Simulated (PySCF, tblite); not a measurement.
# C7H10F3P: geometry, infrared bands and NMR shifts

What infrared bands and NMR shifts should C7H10F3P (`CC#CP(C)CCC(F)(F)F`) show?

Programs: tblite 0.8.0 and PySCF 2.14.0, with density-fitted response routines of our own. Each step states its level of theory. These are calculated values for one molecule in the gas phase, unless marked as measured. Atoms count from 0, in the outputs and in this text.

## Step 1: The starting structure

21 atoms, charge 0, multiplicity 1; geometry from: force field or distance geometry start.

Bonds of the start (Å): C0–C1 1.46, C1–C2 1.20, C2–P3 1.84, P3–C4 1.83, P3–C5 1.85, C5–C6 1.52, C6–C7 1.52, C7–F8 1.34, C7–F9 1.35, C7–F10 1.35, C0–H11 1.10, C0–H12 1.11, C0–H13 1.09, C4–H14 1.10, C4–H15 1.09, C4–H16 1.09, C5–H17 1.09, C5–H18 1.10, C6–H19 1.09, C6–H20 1.10.

## Step 2: Relaxing the molecule with GFN2-xTB

Job settings and geometry (Å):

```
{"job": {"kind": "relax", "xc": "GFN2-xTB", "basis": "xTB"}, "charge": 0, "multiplicity": 1}
C     -3.401500    -1.537500     0.872200
C     -2.378100    -0.740000     0.200500
C     -1.514700    -0.100400    -0.333200
P     -0.223200     0.893900    -1.178100
C     -0.731800     2.566600    -0.625600
C      1.178700     0.606700     0.001800
C      1.782700    -0.784000    -0.147300
C      2.948600    -0.966700     0.808700
F      3.927200    -0.078100     0.562000
F      2.552100    -0.825600     2.094100
F      3.472000    -2.207700     0.672900
H     -4.064700    -2.020700     0.139700
H     -4.037000    -0.900400     1.523400
H     -2.960700    -2.316200     1.494400
H     -1.670200     2.866300    -1.117500
H      0.030500     3.301700    -0.899100
H     -0.875500     2.628200     0.453300
H      1.950100     1.355400    -0.206400
H      0.845700     0.772700     1.040600
H      2.134800    -0.946400    -1.165000
H      1.026200    -1.550800     0.067200
```

Started as:

```bash
$ OMP_NUM_THREADS=1 python probes_run.py task.json out
```

This one command runs all jobs of the session in turn.

**Question.** This job is followed by: GFN2-xTB harmonic vibrations, gas phase; GIAO PBE0/pcSseg-1 NMR shielding, non-relativistic, gas phase. Predict these results of the whole session: strongest single infrared mode (GFN2-xTB); zero-point energy (GFN2-xTB); 13C shifts against TMS (PBE0/pcSseg-1); 1H shifts against TMS (PBE0/pcSseg-1, means over atoms taken as alike); 31P shifts against H3PO4 (PBE0/pcSseg-1); 19F shifts against CFCl3 (PBE0/pcSseg-1, means over atoms taken as alike).

The runs gave:

```
                                                                 quantity                                          value
                                strongest single infrared mode (GFN2-xTB)                          1053 cm⁻¹, 269 km/mol
                                             zero-point energy (GFN2-xTB)                                  95.6 kcal/mol
                                   13C shifts against TMS (PBE0/pcSseg-1)  136.4, 111.4, 86.0, 36.1, 31.4, 18.2, 6.0 ppm
   1H shifts against TMS (PBE0/pcSseg-1, means over atoms taken as alike)                     2.28, 2.15, 1.79, 1.38 ppm
                                 31P shifts against H3PO4 (PBE0/pcSseg-1)                                      -81.1 ppm
19F shifts against CFCl3 (PBE0/pcSseg-1, means over atoms taken as alike)                                      -86.8 ppm
```

In words: Relaxing lowered the energy by 0.142 eV in 75 steps; the close pair that moved most is C2–P3, from 1.836 to 1.767 Å. The lowest mode is slightly imaginary (13i cm⁻¹), a soft motion within the noise of the Hessian, so the minimum is not strictly shown. The strongest single mode, at 1053 cm⁻¹, moves mainly C7. Unscaled tight-binding wavenumbers are off by several per cent, some by more. Its intensities can rank the bands wrongly.
